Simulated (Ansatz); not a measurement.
# In2O3: one candidate structure

Where does In2O3 go from the start given, structure listed in a database for this formula (R-3c, No. 167)?

Computed with Ansatz 0.2.0 (DFT r2SCAN, scalar-relativistic, plane waves, PAW, unless a step's input says otherwise).

## Step 1: Starting point

It takes space group R-3c (No. 167, trigonal). Conventional cell: a = 5.516 Å, b = 5.516 Å, c = 14.591 Å, α = 90.00°, β = 90.00°, γ = 120.00°. In (site symmetry 3) has 6 O at 2.13 to 2.26 Å as nearest neighbours. O (site symmetry 2) is surrounded by 4 In at 2.13 to 2.26 Å.

Coordinates:

```cif
data_structure
_symmetry_space_group_name_H-M 'R-3c:H'
_symmetry_Int_Tables_number 167
_cell_length_a 5.5162
_cell_length_b 5.5162
_cell_length_c 14.5911
_cell_angle_alpha 90.000
_cell_angle_beta 90.000
_cell_angle_gamma 120.000
_cell_volume 384.50
loop_
_atom_site_label
_atom_site_type_symbol
_atom_site_symmetry_multiplicity
_atom_site_Wyckoff_symbol
_atom_site_fract_x
_atom_site_fract_y
_atom_site_fract_z
_atom_site_occupancy
In1 In 12 c 0.33333 0.66667 0.30955 1
O1 O 18 e 0.96316 0.62983 0.08333 1
```

(A quick probe on a coarse mesh, which set the mesh and smearing, is not shown.)

## Step 3: Relaxing cell and atoms

Input file input.yaml:

```yaml
crystal:
  lattice:
    - [2.7581043173, 1.59239227, 4.8636867567]
    - [-2.7581043173, 1.59239227, 4.8636867567]
    - [0.0, -3.18478454, 4.8636867567]
  atoms:
    - { symbol: In, position: [0.642884, 0.642884, 0.642884] }
    - { symbol: In, position: [0.857116, 0.857116, 0.857116] }
    - { symbol: In, position: [0.357116, 0.357116, 0.357116] }
    - { symbol: In, position: [0.142884, 0.142884, 0.142884] }
    - { symbol: O, position: [0.0464953, 0.75, 0.4535047] }
    - { symbol: O, position: [0.75, 0.4535047, 0.0464953] }
    - { symbol: O, position: [0.4535047, 0.0464953, 0.75] }
    - { symbol: O, position: [0.9535047, 0.25, 0.5464953] }
    - { symbol: O, position: [0.5464953, 0.9535047, 0.25] }
    - { symbol: O, position: [0.25, 0.5464953, 0.9535047] }
basis:
  ecutwfc: 500
kpoints:
  mp_grid: { grid: [6, 6, 6] }
hamiltonian:
  xc: r2scan
scf:
  occupations: { method: gaussian, width: 0.02 }
output:
  forces: true
  stress: true
  eigenvalues: true
relax:
  adjacent_minimum: "off"
  f_tol: 0.01
  max_steps: 80
  cell: { stress_tol: 0.05 }
```

The run is started by

```bash
> ansatz run input.yaml --threads 1 --pin off --max-ram 2560MiB --backend cpu --events-out ev --progress --plain --runs-dir out
```

Q: Predict the outcome of this session.

The runs gave:

Formation energies count from the elements, computed with the same settings in runs not shown here.

| quantity | value |
| --- | --- |
| cell (conventional) | a = 5.508 Å, b = 5.508 Å, c = 14.562 Å, α = 90.00°, β = 90.00°, γ = 120.00° |
| space group | R-3c (No. 167) |
| volume | 12.75 Å³/atom |
| gap on the mesh | 1.80 eV |
| formation energy from the elements | -1.830 eV/atom |

In words: The space group stayed R-3c, and from the first guess the volume went from 12.82 to 12.75 Å³/atom. With -1.83 eV/atom it lies under the elements, which doesn't yet make it stable against other compounds of them.

The gaps are Kohn-Sham values of a semilocal functional, not quasiparticle or optical gaps. Such gaps usually fall short of the measured ones.
